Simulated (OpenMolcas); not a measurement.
# Os⁴⁺ in Cs2GeF6: CASSCF and CASPT2 levels and susceptibility

Which state of Os⁴⁺ lies lowest among these ligands, how large is the field, and what χT follows?

The numbers are computed with OpenMolcas 26.06 (state-averaged CASSCF and CASPT2, spin-orbit coupling by RASSI with atomic mean-field integrals), except any that are marked as measured or tabulated.

## 1. What is computed

| Property | Result |
| --- | --- |
| Species | Os⁴⁺ (osmium, Z = 76, 72 electrons) |
| Basis | ANO-RCC-VDZP [7s6p4d2f1g], 152 functions with the ligands |
| Scalar Hamiltonian | DKH2, point nucleus |
| Inactive shells | 1s 2s 2p 3s 3p 3d 4s 4p 4d 4f 5s 5p of the metal, and all ligand shells |
| Active space | 4 electrons in 5 orbitals (5d) |
| Some configurations of this space | 5d4 |
| Orbitals | optimised for each spin and parity, averaged over all roots |

The outer shells:

5d4
```
5d [↑ ][↑ ][↑ ][↑ ][  ]
```

Os⁴⁺ is taken with its 6 nearest fluoride ions at 1.851 Å, on the cation site of Cs2GeF6 (a = 9.021 Å). The rest of the host is ab initio model potentials to 7.6 Å and point charges beyond; the distance is set by hand, nothing relaxes, and no local charge compensation is placed. Ligand basis ANO-RCC-VDZP.

```xyz
15

Os    0.0000    0.0000    0.0000
F     1.8510    0.0000    0.0000
F     0.0000    1.8510    0.0000
F    -1.8510    0.0000    0.0000
F     0.0000   -1.8510    0.0000
F     0.0000    0.0000    1.8510
F     0.0000    0.0000   -1.8510
Cs    2.2553   -2.2553   -2.2553
Cs   -2.2553    2.2553    2.2553
Cs    2.2553   -2.2553    2.2553
Cs   -2.2553    2.2553   -2.2553
Cs    2.2553    2.2553   -2.2553
Cs   -2.2553   -2.2553    2.2553
Cs    2.2553    2.2553    2.2553
Cs   -2.2553   -2.2553   -2.2553
```

Each step is its own input file, run in one work folder so that later steps find the files of earlier ones. Labels, J, g values, rates, χT and fits are worked out afterwards by a script from the matrices that RASSI stores.

## 2. GATEWAY and SEWARD: basis and integrals

Input file a.inp:

```
&GATEWAY
Basis set
Os.ANO-RCC-VDZP.
Os1 0.0 0.0 0.0 Angstrom
End of basis
Basis set
F.ANO-RCC-VDZP.
L1 1.851000 0.000000 0.000000 Angstrom
L2 0.000000 1.851000 0.000000 Angstrom
L3 0.000000 0.000000 1.851000 Angstrom
End of basis
Basis set
Cs.EMB-AIMP.Seijo.0s.0s.ECP.Cs2GeF6.
PseudoCharge
* 16 symmetry-unique lattice sites within 7.6 angstrom
End of basis
Basis set
F.EMB-AIMP.Seijo.0s.0s.ECP.Cs2GeF6.
PseudoCharge
* 27 symmetry-unique lattice sites within 7.6 angstrom
End of basis
Basis set
Ge.EMB-AIMP.Seijo.0s.0s.ECP.Cs2GeF6.
PseudoCharge
* 6 symmetry-unique lattice sites within 7.6 angstrom
End of basis
Symmetry
XYZ
AngMom=0.0 0.0 0.0
AMFI
RICD
XField
1358 Angstrom 0
* Evjen-weighted lattice charges
&SEWARD
```

Started as:

```sh
$ OMP_NUM_THREADS=1 MOLCAS_MEM=2457 MOLCAS_PROJECT=a pymolcas a.inp > a.log
```

## 3. CASSCF: quintets, 5 roots

Input file a.inp:

```
&RASSCF
FileOrb=start.orb
Symmetry=1
Spin=5
nActEl=4 0 0
Inactive=30 34
Ras2=5 0
CIRoot=5 5 1
SDav=5
CIMx=300
Iter=150 100
PrWF=0.3
OrbListing=Nothing
MaxOrb=0
LevShft=1.0
>>> COPY $Project.JobIph JOB001
```

start.orb holds start orbitals that the driver prepared beforehand, or those of the step before.

## 4. CASSCF: triplets, 45 roots

Input file a.inp:

```
&RASSCF
FileOrb=start.orb
Symmetry=1
Spin=3
nActEl=4 0 0
Inactive=30 34
Ras2=5 0
CIRoot=45 45 1
SDav=45
CIMx=300
Iter=150 100
PrWF=0.3
OrbListing=Nothing
MaxOrb=0
LevShft=1.0
>>> COPY $Project.JobIph JOB002
```

## 5. CASSCF: singlets, 50 roots

Input file a.inp:

```
&RASSCF
FileOrb=start.orb
Symmetry=1
Spin=1
nActEl=4 0 0
Inactive=30 34
Ras2=5 0
CIRoot=50 50 1
SDav=50
CIMx=300
Iter=150 100
PrWF=0.3
OrbListing=Nothing
MaxOrb=0
LevShft=1.0
>>> COPY $Project.JobIph JOB003
```

## 6. RASSI: spin-orbit coupling between the states

Input file a.inp:

```
&RASSI
NrOfJobIphs=3 5 45 50
1 2 3 4 5
1 2 3 4 5 6 7 8 9 10 11 12 13 14 15 16 17 18 19 20 21 22 23 24 25 26 27
28 29 30 31 32 33 34 35 36 37 38 39 40 41 42 43 44 45
1 2 3 4 5 6 7 8 9 10 11 12 13 14 15 16 17 18 19 20 21 22 23 24 25 26 27
28 29 30 31 32 33 34 35 36 37 38 39 40 41 42 43 44 45 46 47 48 49 50
IphNames
JOB001
JOB002
JOB003
EJob
SpinOrbit
DIPRint=1.0
SOCoupling=1000.0
Subsets=2
Property=9
'ANGMOM' 1 'ANGMOM' 2 'ANGMOM' 3 'MLTPL  1' 1 'MLTPL  1' 2 'MLTPL  1' 3
'AMFI' 1 'AMFI' 2 'AMFI' 3
SOProperty=3
'ANGMOM' 1 'ANGMOM' 2 'ANGMOM' 3
```

## 7. CASPT2: IPEA 0.25, imaginary shift 0.1 (closed shells correlated: 5s 5p of the metal, with ligand shells; the Frozen line counts the rest)

Input file a.inp:

```
>>> COPY JOB001 $Project.JobIph
&CASPT2
Multistate=5 1 2 3 4 5
NoMult
Frozen=17 19
IPEA=0.25
Imaginary=0.1
MaxIter=60
WThr=0.0 0.3 0.05
PrWF=0.5
NoMix
>>> COPY JOB002 $Project.JobIph
&CASPT2
Multistate=45 1 2 3 4 5 6 7 8 9 10 11 12 13 14 15 16 17 18 19 20 21 22
23 24 25 26 27 28 29 30 31 32 33 34 35 36 37 38 39 40 41 42 43 44 45
NoMult
Frozen=17 19
IPEA=0.25
Imaginary=0.1
MaxIter=60
WThr=0.0 0.3 0.05
PrWF=0.5
NoMix
>>> COPY JOB003 $Project.JobIph
&CASPT2
Multistate=50 1 2 3 4 5 6 7 8 9 10 11 12 13 14 15 16 17 18 19 20 21 22
23 24 25 26 27 28 29 30 31 32 33 34 35 36 37 38 39 40 41 42 43 44 45 46
47 48 49 50
NoMult
Frozen=17 19
IPEA=0.25
Imaginary=0.1
MaxIter=60
WThr=0.0 0.3 0.05
PrWF=0.5
NoMix
```

(Steps that only read results are left out.)

**Question.** What will these runs give? Wanted: spin-free ground state; first state of the same spin within the active space; lowest level; next level.

As calculated:

| quantity | value |
| --- | --- |
| method | SS-CASPT2, IPEA 0.25, imaginary shift 0.1 (closed shells correlated: 5s 5p of the metal, with ligand shells; the Frozen line counts the rest) |
| spin-free ground state | triplet, 3-fold in its orbital part |
| first state of the same spin within the active space | 3E at 38900 cm⁻¹ |
| lowest level | 1-fold |
| next level | 3914.2 cm⁻¹ |
| χT at 300 K | 0.19 cm³ K/mol |
| effective moment at 300 K | 1.22 μB |

Cost by method:

```csv
method,time of its own steps,time with the reference
A. CASSCF,58 s,58 s
"B. SS-CASPT2, IPEA 0.25, imaginary shift 0.1, +5s 5p",5.4 min,6.4 min
```

Times are of one thread on a shared host.

What this shows: The spin-free ground state (triplet) is 3-fold and has less than the highest spin computed. χT at 300 K is 0.19, against 1.00 cm³ K/mol for the spin alone, so spin-orbit coupling lowers it. CASPT2 does not keep the components of a term degenerate, and the means are used. With metal d orbitals alone active, the gaps between spin states are rough; where two lie within a few thousand cm-1, their order is open. The bonds are covalent and no ligand orbital is active, so the numbers are rough.
